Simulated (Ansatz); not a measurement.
**SiC with a defect (La on a C site): a single-point run**

The task is a single point on SiC with a defect (La on a C site) that gives the gradients at the nuclei.

Method: DFT, PBE, plane-wave PAW, default files, scalar-relativistic, in Ansatz 0.2.0.

## Step 1: The structure to begin with

It takes space group P1 (No. 1, triclinic). Conventional cell: a = 6.152 Å, b = 8.138 Å, c = 10.096 Å, α = 90.00°, β = 90.00°, γ = 100.89°. Si (site symmetry 1) is surrounded by 3 C at 1.87 Å and 1 La at 1.94 Å. Si (site symmetry 1) has 4 C at 1.87 to 1.94 Å in its first shell of neighbours. Only part of the 48 independent sites is listed.

Structure file:

```cif
data_structure
_symmetry_space_group_name_H-M 'P 1'
_symmetry_Int_Tables_number 1
_cell_length_a 6.1520
_cell_length_b 9.2280
_cell_length_c 10.0960
_cell_angle_alpha 90.000
_cell_angle_beta 90.000
_cell_angle_gamma 120.000
_cell_volume 496.37
loop_
_atom_site_label
_atom_site_type_symbol
_atom_site_fract_x
_atom_site_fract_y
_atom_site_fract_z
_atom_site_occupancy
Si1 Si 0.16667 0.22222 0.00000 1
Si2 Si 0.16667 0.22222 0.50000 1
Si3 Si 0.16667 0.55556 0.00000 1
Si4 Si 0.16667 0.55556 0.50000 1
Si5 Si 0.16667 0.88889 0.00000 1
Si6 Si 0.16667 0.88889 0.50000 1
Si7 Si 0.66667 0.22222 0.00000 1
Si8 Si 0.66667 0.22222 0.50000 1
Si9 Si 0.66667 0.55556 0.00000 1
Si10 Si 0.66667 0.55556 0.50000 1
Si11 Si 0.66667 0.88889 0.00000 1
Si12 Si 0.66667 0.88889 0.50000 1
Si13 Si 0.33333 0.11111 0.25000 1
Si14 Si 0.33333 0.11111 0.75000 1
Si15 Si 0.33333 0.44444 0.25000 1
Si16 Si 0.33333 0.44444 0.75000 1
Si17 Si 0.33333 0.77778 0.25000 1
Si18 Si 0.33333 0.77778 0.75000 1
Si19 Si 0.83333 0.11111 0.25000 1
Si20 Si 0.83333 0.11111 0.75000 1
Si21 Si 0.83333 0.44444 0.25000 1
Si22 Si 0.83333 0.44444 0.75000 1
Si23 Si 0.83333 0.77778 0.25000 1
Si24 Si 0.83333 0.77778 0.75000 1
La1 La 0.16667 0.22222 0.19250 1
C1 C 0.16667 0.22222 0.69250 1
C2 C 0.16667 0.55556 0.19250 1
C3 C 0.16667 0.55556 0.69250 1
C4 C 0.16667 0.88889 0.19250 1
C5 C 0.16667 0.88889 0.69250 1
C6 C 0.66667 0.22222 0.19250 1
C7 C 0.66667 0.22222 0.69250 1
C8 C 0.66667 0.55556 0.19250 1
C9 C 0.66667 0.55556 0.69250 1
C10 C 0.66667 0.88889 0.19250 1
C11 C 0.66667 0.88889 0.69250 1
C12 C 0.33333 0.11111 0.44250 1
C13 C 0.33333 0.11111 0.94250 1
C14 C 0.33333 0.44444 0.44250 1
C15 C 0.33333 0.44444 0.94250 1
C16 C 0.33333 0.77778 0.44250 1
C17 C 0.33333 0.77778 0.94250 1
C18 C 0.83333 0.11111 0.44250 1
C19 C 0.83333 0.11111 0.94250 1
C20 C 0.83333 0.44444 0.44250 1
C21 C 0.83333 0.44444 0.94250 1
C22 C 0.83333 0.77778 0.44250 1
C23 C 0.83333 0.77778 0.94250 1
```

## Step 2: Running it

The input, input.yaml:

```yaml
crystal:
  lattice:
    - [6.152, 0.0, 0.0]
    - [-4.614, 7.991682426, 0.0]
    - [0.0, 0.0, 10.096]
  atoms:
    - { symbol: Si, position: [0.1666666666, 0.2222222222, 0.0] }
    - { symbol: Si, position: [0.1666666666, 0.2222222222, 0.5] }
    - { symbol: Si, position: [0.1666666666, 0.5555555556, 0.0] }
    - { symbol: Si, position: [0.1666666666, 0.5555555556, 0.5] }
    - { symbol: Si, position: [0.1666666666, 0.8888888889, 0.0] }
    - { symbol: Si, position: [0.1666666666, 0.8888888889, 0.5] }
    - { symbol: Si, position: [0.6666666666, 0.2222222222, 0.0] }
    - { symbol: Si, position: [0.6666666666, 0.2222222222, 0.5] }
    - { symbol: Si, position: [0.6666666666, 0.5555555556, 0.0] }
    - { symbol: Si, position: [0.6666666666, 0.5555555556, 0.5] }
    - { symbol: Si, position: [0.6666666666, 0.8888888889, 0.0] }
    - { symbol: Si, position: [0.6666666666, 0.8888888889, 0.5] }
    - { symbol: Si, position: [0.3333333334, 0.1111111111, 0.25] }
    - { symbol: Si, position: [0.3333333334, 0.1111111111, 0.75] }
    - { symbol: Si, position: [0.3333333334, 0.4444444444, 0.25] }
    - { symbol: Si, position: [0.3333333334, 0.4444444444, 0.75] }
    - { symbol: Si, position: [0.3333333334, 0.7777777778, 0.25] }
    - { symbol: Si, position: [0.3333333334, 0.7777777778, 0.75] }
    - { symbol: Si, position: [0.8333333334, 0.1111111111, 0.25] }
    - { symbol: Si, position: [0.8333333334, 0.1111111111, 0.75] }
    - { symbol: Si, position: [0.8333333334, 0.4444444444, 0.25] }
    - { symbol: Si, position: [0.8333333334, 0.4444444444, 0.75] }
    - { symbol: Si, position: [0.8333333334, 0.7777777778, 0.25] }
    - { symbol: Si, position: [0.8333333334, 0.7777777778, 0.75] }
    - { symbol: La, position: [0.1666666666, 0.2222222222, 0.1925], spin: 1.0 }
    - { symbol: C, position: [0.1666666666, 0.2222222222, 0.6925] }
    - { symbol: C, position: [0.1666666666, 0.5555555556, 0.1925] }
    - { symbol: C, position: [0.1666666666, 0.5555555556, 0.6925] }
    - { symbol: C, position: [0.1666666666, 0.8888888889, 0.1925] }
    - { symbol: C, position: [0.1666666666, 0.8888888889, 0.6925] }
    - { symbol: C, position: [0.6666666666, 0.2222222222, 0.1925] }
    - { symbol: C, position: [0.6666666666, 0.2222222222, 0.6925] }
    - { symbol: C, position: [0.6666666666, 0.5555555556, 0.1925] }
    - { symbol: C, position: [0.6666666666, 0.5555555556, 0.6925] }
    - { symbol: C, position: [0.6666666666, 0.8888888889, 0.1925] }
    - { symbol: C, position: [0.6666666666, 0.8888888889, 0.6925] }
    - { symbol: C, position: [0.3333333334, 0.1111111111, 0.4425] }
    - { symbol: C, position: [0.3333333334, 0.1111111111, 0.9425] }
    - { symbol: C, position: [0.3333333334, 0.4444444444, 0.4425] }
    - { symbol: C, position: [0.3333333334, 0.4444444444, 0.9425] }
    - { symbol: C, position: [0.3333333334, 0.7777777778, 0.4425] }
    - { symbol: C, position: [0.3333333334, 0.7777777778, 0.9425] }
    - { symbol: C, position: [0.8333333334, 0.1111111111, 0.4425] }
    - { symbol: C, position: [0.8333333334, 0.1111111111, 0.9425] }
    - { symbol: C, position: [0.8333333334, 0.4444444444, 0.4425] }
    - { symbol: C, position: [0.8333333334, 0.4444444444, 0.9425] }
    - { symbol: C, position: [0.8333333334, 0.7777777778, 0.4425] }
    - { symbol: C, position: [0.8333333334, 0.7777777778, 0.9425] }
magnetization:
  spin_polarized: true
kpoints:
  mp_grid: { grid: [4, 3, 2] }
scf:
  occupations: { method: fermi_dirac, width: 0.01 }
  max_iter: 100
hamiltonian:
  xc: pbe
  pseudopotentials: { kind: paw }
output:
  forces: true
  stress: true
  populations: true
  efg: { quadrupole_moments_barn: { La: 0.206 }, contact_densities: true }
basis:
  ecutwfc: "50 eV"
```

On the command line:

```
> ansatz run input.yaml --threads 4 --pin off --max-ram 8192MiB --backend cpu --events-out ev --progress --plain --runs-dir out
```

The program printed:

```text
Warning: basis.ecutwfc = 50 eV is below the records' recommended 420 eV, and the density's cutoff is lower with it unless basis.ecutrho_ratio is high enough to keep the records' density cutoff: compare with a run at a higher cutoff
Warning: RAYON_NUM_THREADS=4 ignored (pool sized by the plan → 4); use --threads N
La: projections on atomic orbitals take those of the free atom [Kr 4d10] 4f0 5s2 5p6 5d1 6s2, of charge +0.00 (hamiltonian.pseudopotentials.projection_atoms); the dataset's partial waves leave at most 1.9e-5 of an orbital's norm unspanned inside its sphere
La: output.efg is read without spin–orbit coupling, which moves field gradients at and beside such atoms by some per cent and up to a factor of two; PAW files take it under magnetization.noncollinear and magnetization.spin_orbit
Engine: ansatz 0.2.0, aarch64-unknown-linux-gnu
Pseudopotentials: kind: paw
Pseudopotential: Si, paw, valence charge 4, recommended cutoff 420 eV (normal), Si.paw.azcp
Pseudopotential: La, paw, valence charge 11, recommended cutoff 420 eV (normal), La.paw.azcp
Pseudopotential: C, paw, valence charge 4, recommended cutoff 420 eV (normal), C.paw.azcp
Functional definition: PBE
  parameter kappa = 0.804
  parameter beta = 0.06672455060314922
  exchange = pbe_x(kappa = kappa, mu = beta*pi^2/3)
  correlation = pbe_c(beta = beta)
Crystal: 48 atoms, lattice volume = 496.368 Å³
Basis set: ecut = 50 eV, 399 PW (Γ), exchange–correlation on 30×48×48 points (8 copies of the dense FFT grid, shifted against one another)
Bands: 148, of which v1, the nominal top of the filled ones, is band 100 counted from 1 (99 counted from 0)
Symmetry: 1 space group operations
Space group: P1 (ITA 1), of the structure as read, at distance tolerance 7.9e-5 Å
Magnetic group: BNS 1.1 (UNI 1), of the structure as read, at distance tolerance 7.9e-5 Å
k-points: 14 of 24 (time reversal used)
Non-local potential: Si, projectors of the file, l = 0: 2, l = 1: 2, l = 2: 2
Non-local potential: La, projectors of the file, l = 0: 3, l = 1: 2, l = 2: 2, l = 3: 3
Non-local potential: C, projectors of the file, l = 0: 2, l = 1: 2, l = 2: 1
PAW form: soft (Blöchl's): semilocal exchange-correlation on the pseudo side does not see the compensation charge
PAW one-centre angular grid: Si, 110 points (default); XC on 64 Gauss nodes
PAW one-centre angular grid: La, 590 points (default); XC on 64 Gauss nodes
PAW one-centre angular grid: C, 110 points (default); XC on 64 Gauss nodes
Initial density: superposition of atomic densities (chi_scale 0.1, normalization cell, long waves kept (reshape's long-wave potential 0.36 eV rms))
Starting moments: Σ|m| = 1 μB on 1 of 48 sites
Initial wavefunctions: pseudopotential atomic-orbital guess
Functional: x = pbe(κ = 0.804, μ = 0.2195149727645171), c = pbe(β = 0.06672455060314922)
SCF iter   1: F=—  HF=-26773.699597 eV  |F-HF|=—  |Δ(HF+E_count)|=         —  Δρ=9.14e-2 (↑9.13e-2 ↓9.14e-2)  dr2=2.09e2  dr2_m=6.29e-2  M=0.133 μB ∫|m|=0.182 μB  β_m=0.30  ethr=3.10e-3  ⟨swp⟩=1.0  Hψ=11132  notcnv=0
Mixer restart at iter 1: flushing history
preconditioner: auto → Kerker (q_TF=auto, 2.343 Å⁻¹)  [metal: Δε(μ)=0.011 eV  Ē_g=12.140 eV  σ=0.010 eV  W_gap=0.24  n_scr=96 (ndim 8)  ℏωp=23.0 eV  f_vac=0.000  D(μ)=7.85/eV (n_scr^D=42)]
spin=Collinear: Kerker preconditioning applied to the charge; magnetization (m = ρ↑ − ρ↓) channel mixes plain (no charge-response kernel on spin).
SCF iter   2: F=—  HF=-26747.300193 eV  |F-HF|=—  |Δ(HF+E_count)|=    2.64e1  Δρ=7.01e-2 (↑7.00e-2 ↓7.01e-2)  dr2=1.25e2  dr2_m=3.27e-2  M=0.102 μB ∫|m|=0.142 μB  β_m=0.65  ethr=3.10e-3  ⟨swp⟩=2.0  Hψ=7549  notcnv=0  defer=1126
[... 1 line left out ...]
spin=Collinear: Resta preconditioning applied to the charge; magnetization (m = ρ↑ − ρ↓) channel mixes plain (no charge-response kernel on spin).
[... 16 lines left out ...]
[... 156 lines left out ...]
  atom  36  C  V_zz =    -0.046182   η = 0.4562   by run symmetry: allowed
            electrostatic potential = -400.956277 V   contact ρ = none   contact ρ_s (e/Å³): all electrons none: solve_failed, valence +0.001145
  atom  37  C  V_zz =    +0.050109   η = 0.5316   by run symmetry: allowed
            electrostatic potential = -400.990610 V   contact ρ = none   contact ρ_s (e/Å³): all electrons none: solve_failed, valence +0.003071
  atom  38  C  V_zz =    +0.131725   η = 0.1977   by run symmetry: allowed
            electrostatic potential = -401.010149 V   contact ρ = none   contact ρ_s (e/Å³): all electrons none: solve_failed, valence -0.000906
  atom  39  C  V_zz =    +0.064044   η = 0.3336   by run symmetry: allowed
            electrostatic potential = -400.935803 V   contact ρ = none   contact ρ_s (e/Å³): all electrons none: solve_failed, valence +0.022829
  atom  40  C  V_zz =    +0.104792   η = 0.4661   by run symmetry: allowed
            electrostatic potential = -401.066757 V   contact ρ = none   contact ρ_s (e/Å³): all electrons none: solve_failed, valence +0.014224
  atom  41  C  V_zz =    -0.106883   η = 0.1689   by run symmetry: allowed
            electrostatic potential = -401.027714 V   contact ρ = none   contact ρ_s (e/Å³): all electrons none: solve_failed, valence +0.000518
  atom  42  C  V_zz =    -0.083145   η = 0.1707   by run symmetry: allowed
            electrostatic potential = -401.032467 V   contact ρ = none   contact ρ_s (e/Å³): all electrons none: solve_failed, valence +0.000291
  atom  43  C  V_zz =    +0.041901   η = 0.3137   by run symmetry: allowed
            electrostatic potential = -401.010180 V   contact ρ = none   contact ρ_s (e/Å³): all electrons none: solve_failed, valence +0.033499
  atom  44  C  V_zz =    +0.128094   η = 0.2743   by run symmetry: allowed
            electrostatic potential = -400.994363 V   contact ρ = none   contact ρ_s (e/Å³): all electrons none: solve_failed, valence +0.030799
  atom  45  C  V_zz =    -0.082452   η = 0.3779   by run symmetry: allowed
            electrostatic potential = -400.997915 V   contact ρ = none   contact ρ_s (e/Å³): all electrons none: solve_failed, valence +0.000854
  atom  46  C  V_zz =    -0.073499   η = 0.4578   by run symmetry: allowed
            electrostatic potential = -401.025546 V   contact ρ = none   contact ρ_s (e/Å³): all electrons none: solve_failed, valence +0.002894
  atom  47  C  V_zz =    -0.083872   η = 0.3466   by run symmetry: allowed
            electrostatic potential = -401.023942 V   contact ρ = none   contact ρ_s (e/Å³): all electrons none: solve_failed, valence +0.001716
  atom  48  C  V_zz =    -0.078014   η = 0.4645   by run symmetry: allowed
            electrostatic potential = -401.047270 V   contact ρ = none   contact ρ_s (e/Å³): all electrons none: solve_failed, valence +0.002693
--- Band table (eV; the first three rows and the last of 28) ---
[... 4 lines left out ...]
--- Löwdin populations: 48 sites ---
  site symbol       q [e]    m [muB]
     0     Si      3.0073     0.0011
     1     Si      3.1727    -0.0000
     2     Si      3.1837     0.0004
     3     Si      3.1975     0.0025
     4     Si      3.1867     0.0010
     5     Si      3.1998     0.0009
     6     Si      3.1781     0.0001
     7     Si      3.2077     0.0025
     8     Si      3.1810     0.0003
     9     Si      3.1971     0.0007
    10     Si      3.1850     0.0002
    11     Si      3.2005     0.0021
    12     Si      3.0205     0.0017
    13     Si      3.1903     0.0003
    14     Si      3.0005     0.0023
    15     Si      3.1902     0.0017
    16     Si      3.2316     0.0024
    17     Si      3.1883     0.0006
    18     Si      3.0134     0.0026
    19     Si      3.1905     0.0050
    20     Si      3.1828     0.0005
    21     Si      3.1930     0.0016
    22     Si      3.1950     0.0018
    23     Si      3.1908     0.0013
    24     La     13.0352     0.0836
    25      C      4.7688     0.0003
    26      C      4.7133     0.0056
    27      C      4.7629     0.0025
    28      C      4.7196     0.0054
    29      C      4.7639     0.0002
    30      C      4.7055     0.0016
    31      C      4.7543     0.0022
    32      C      4.7327     0.0027
    33      C      4.7623     0.0017
    34      C      4.7421     0.0028
    35      C      4.7631     0.0032
    36      C      4.7179     0.0003
    37      C      4.7329     0.0002
    38      C      4.7161     0.0083
    39      C      4.7439     0.0062
    40      C      4.7654     0.0005
    41      C      4.7566     0.0014
    42      C      4.7191     0.0101
    43      C      4.7314     0.0120
    44      C      4.7673     0.0009
    45      C      4.7632     0.0004
    46      C      4.7671     0.0008
    47      C      4.7619     0.0002
  spilling = 0.004772 (of n_electrons = 199.000000)
```

Wall time 26 s (4 threads of Arm Neoverse V1, shared host); peak memory 0.63 GiB.

## Step 3: A second look at the input

This run ends as converged, with warnings (cutoff below recommended, gradients without spin orbit, net force over tolerance). It gives a pressure of 124 GPa and a largest force of 36.8 eV/Å, which is large; a structure far from rest gives such values too, whatever the setting.

The suspect setting: basis.ecutwfc is 50 eV. The cutoff lies far under what these potentials need. The potentials' recommended cutoff is 420 eV.

The test: delete basis.ecutwfc (the default then holds).

## Step 4: A check with that setting changed

Besides the cure, the input differs in scf.max_iter, output requests.

input.yaml: that of step 2 with these lines changed.

```diff
@@ -60,3 +60,2 @@
   occupations: { method: fermi_dirac, width: 0.01 }
-  max_iter: 100
 hamiltonian:
@@ -69,3 +68,5 @@
   efg: { quadrupole_moments_barn: { La: 0.206 }, contact_densities: true }
-basis:
-  ecutwfc: "50 eV"
+  write_density: true
+  write_potential: true
+  elf: true
+  volumetric_format: npy
```

On the command line:

```
> ansatz run input.yaml --threads 4 --pin off --max-ram 8192MiB --backend cpu --events-out ev --progress --plain --runs-dir out
```

From the output:

```text
[...]
Basis set: ecut = 420 eV, 9697 PW (Γ), exchange–correlation on 90×128×144 points (8 copies of the dense FFT grid, shifted against one another)
[...]
Magnetic group: BNS 1.1 (UNI 1), of the structure as read, at distance tolerance 7.9e-5 Å
k-points: 14 of 24 (time reversal used)
[...]
SCF iter   1: F=—  HF=-27324.947785 eV  |F-HF|=—  |Δ(HF+E_count)|=         —  Δρ=1.83e-1 (↑1.79e-1 ↓1.83e-1)  dr2=1.46e3  dr2_m=4.82e-2  M=0.132 μB ∫|m|=0.264 μB  β_m=0.30  ethr=3.10e-3  ⟨swp⟩=6.0  Hψ=19018  notcnv=0  defer=475
[...]
preconditioner: auto → Kerker (q_TF=auto, 2.343 Å⁻¹)  [metal: Δε(μ)=0.003 eV  Ē_g=11.745 eV  σ=0.010 eV  W_gap=0.08  n_scr=96 (ndim 8)  ℏωp=23.4 eV  f_vac=0.000  D(μ)=21.20/eV (n_scr^D=180)]
[...]
SCF iter   2: F=—  HF=-27295.182510 eV  |F-HF|=—  |Δ(HF+E_count)|=    2.98e1  Δρ=7.44e-2 (↑7.44e-2 ↓7.02e-2)  dr2=1.20e2  dr2_m=8.74e-2  M=1.913 μB ∫|m|=1.920 μB  β_m=0.28  ethr=3.10e-3  ⟨swp⟩=6.1  Hψ=12337  notcnv=0  defer=1122
[...]
SCF iter  20: F=—  HF=-27255.843059 eV  |F-HF|=—  |Δ(HF+E_count)|=   5.65e-9  Δρ=1.01e-6 (↑5.06e-7 ↓1.01e-6)  dr2=8.01e-9  dr2_m=1.67e-9  M=2.500 μB ∫|m|=2.542 μB  β_m=0.92  ethr=4.07e-11  ⟨swp⟩=18.3  Hψ=42068  notcnv=0
SCF iter  21: F=-27255.843059 eV  HF=-27255.843059 eV  |F-HF|=3.78e-10  |Δ(HF+E_count)|=   2.99e-9  Δρ=3.78e-7 (↑2.01e-7 ↓3.78e-7)  dr2=1.11e-9  dr2_m=2.24e-10  M=2.500 μB ∫|m|=2.542 μB  ethr=4.02e-12  ⟨swp⟩=7.0  Hψ=20213  notcnv=0
[...]
SCF converged after 21 iterations
Magnetization: 2.5000 μB (100.7500 up, 98.2500 down)
[...]
Free energy (F): -27255.843059 eV
[...]
E sigma→0 (E₀):  -27255.841866 eV
[...]
Fermi energy:    11.623506 eV
[...]
  P = ⅓ Tr σ = 22.9124 GPa (229.124 kbar)
[...]
```

It took 3.5 min on 4 threads of Arm Neoverse V1, shared host; peak memory 2.7 GiB.

Like atoms gathered into sites: 11 of 48, those nearest the defect, the farthest of each element and the two largest gradients.

| site | atoms | distance from the defect (Å) | V_zz (10²¹ V/m²) | η | C_Q (MHz) | m (μB) | B_c (T) |
| --- | --- | --- | --- | --- | --- | --- | --- |
| La | 25 | 0.00 | -3.13 | 0.55 | -15.6 (¹³⁹La) | 0.17 | -31.8 |
| Si15 | 15 | 1.87 | -2.09 | 0.60 | – | 0.06 | 4.8 |
| Si19 | 19 | 1.87 | -2.08 | 0.48 | – | 0.04 | 5.7 |
| Si13 | 13 | 1.87 | -2.17 | 0.75 | – | 0.05 | 6.9 |
| Si1 | 1 | 1.94 | 2.35 | 0.08 | – | 0.06 | 6.2 |
| C29 | 29 | 3.08 | 0.60 | 0.64 | – | 0.05 | 1.4 |
| C35 | 35 | 3.08 | -0.31 | 0.08 | – | 0.01 | 0.4 |
| C33 | 33 | 3.08 | -0.28 | 0.26 | – | 0.02 | 0.6 |
| C27 | 27 | 3.08 | 0.61 | 0.62 | – | 0.05 | 1.7 |
| C32 | 32 | 5.91 | 0.33 | 0.26 | – | 0.01 | 0.6 |
| Si18 | 18 | 6.48 | 1.57 | 0.02 | – | 0.00 | 0.1 |

C_Q = eQV_zz/h, which is 24.18 MHz for Q = 1 b and V_zz = 10²¹ V/m²; η = (V_xx − V_yy)/V_zz. Quadrupole moments are those of Pyykkö's year-2017 table. A dash under C_Q marks elements without a common quadrupolar isotope.

B_c = (2μ₀/3) μB (ρ↑ − ρ↓) at the nucleus, 7.77 T per e/Å³, positive along the run's up direction; orbital and dipolar fields are not in it. One atom of each site is listed; partners with reversed moments have reversed fields.

| run | ending | energy change | pressure (GPa) | abs. moment (μB) | force (eV/Å) | cycles | time |
| --- | --- | --- | --- | --- | --- | --- | --- |
| first try | converged | +11.41 eV/atom | 123.9 | 0.20 | 36.83 | 21 | 26 s |
| second try | converged | 0 | 22.9 | 2.54 | 22.83 | 21 | 3.5 min |

## Step 5: Outcome

```
                           quantity                     value
                          first try  converged, 21 SCF cycles
                 fault in the input        cutoff far too low
                         second try  converged, 21 SCF cycles
energy (zero set by the potentials)            -27255.8431 eV
                           pressure                 22.91 GPa
                    absolute moment                   2.54 μB
                      largest force               22.825 eV/Å
               largest V_zz in size    3.13 × 10²¹ V/m² at La
```

Both runs converge, but the first lies +11.41 eV/atom from the second; in the second, the pressure goes from 123.9 to 22.9 GPa, the absolute moment goes from 0.20 to 2.54 μB, the largest force goes from 36.83 to 22.83 eV/Å. The second, on usual settings, is the one to trust of the two, though its own convergence isn't tested here. The largest force in the second run is 22.825 eV/Å, so the atoms are not at their relaxed places.
